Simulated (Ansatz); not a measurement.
FGe (charge +1): a scan of the bond length, run with the Python package of Ansatz (0.2.0).

`fge.xyz`
```text
2

Ge    0.00000    0.00000    0.00000
F     0.00000    0.00000    1.87500
```

`scan_fge.py`
```python
'''Potential curve of FGe(+) along one bond.'''

import ansatz as az
import numpy as np

molecule = az.Crystal.molecule_from_extxyz('fge.xyz')

symbols = [site.symbol for site in molecule.cartesian_sites]
start = np.array([site.position_ang for site in molecule.cartesian_sites])
axis = (start[1] - start[0]) / np.linalg.norm(start[1] - start[0])
moving = [1]
lengths, energies = [1.59, 1.72, 1.88, 2.06, 2.34, 2.81, 3.38, 4.12], []
for length in lengths:
    xyz = start.copy()
    xyz[moving] += (length - np.linalg.norm(start[1] - start[0])) * axis
    point = az.Crystal.molecule()
    for symbol, place in zip(symbols, xyz):
        point = point.atom(symbol, place.tolist())
    model = (
        point.calculation()
        .basis(gaussian='def2-SVP')
        .correlation('mp2')
        .charge(1)
    )
    summary = model.run(threads=1).report
    energies.append(summary['free_energy_ev'])
    print(f'r = {length:6.3f} A  E = {energies[-1]:.5f} eV  <S^2> = {abs(summary["mean_field"]["state"]["spin_squared"]):.3f}')

print('energy above the lowest point (eV):', [round(e - min(energies), 3) for e in energies])
```

Where along the scan is the Ge-F distance of lowest energy, and how steep are the two sides?

The lowest point is at 1.720 Å. At the shortest distance (1.59 Å) the energy is 0.19 eV higher, at the longest (4.12 Å) 5.88 eV.

The run itself:

```console
$ python scan_fge.py
r =  1.590 A  E = -59172.94994 eV  <S^2> = 0.000
r =  1.720 A  E = -59173.13774 eV  <S^2> = 0.000
r =  1.880 A  E = -59172.64225 eV  <S^2> = 0.000
r =  2.060 A  E = -59171.68036 eV  <S^2> = 0.000
r =  2.340 A  E = -59170.03665 eV  <S^2> = 0.000
r =  2.810 A  E = -59167.92117 eV  <S^2> = 0.000
r =  3.380 A  E = -59166.83794 eV  <S^2> = 0.000
r =  4.120 A  E = -59167.26038 eV  <S^2> = 0.000
energy above the lowest point (eV): [0.188, 0.0, 0.495, 1.457, 3.101, 5.217, 6.3, 5.877]
```

Total energies depend on the basis set; only differences at equal settings carry meaning. The basis set is modest, and single-reference methods fail as a bond breaks. The orbitals are restricted, so S² is zero by construction. Toward dissociation an unrestricted state can lie under the restricted one, by tenths of an eV for polar bonds under a functional and by 1 to 2 eV or more for others. S² is that of the Hartree-Fock reference. The spin state was assumed, and another may lie lower. Hardware and time: 6.8 s on 1 thread of Intel(R) Xeon(R) Processor @ 2.30GHz, on a shared host, peak memory 0.21 GiB.
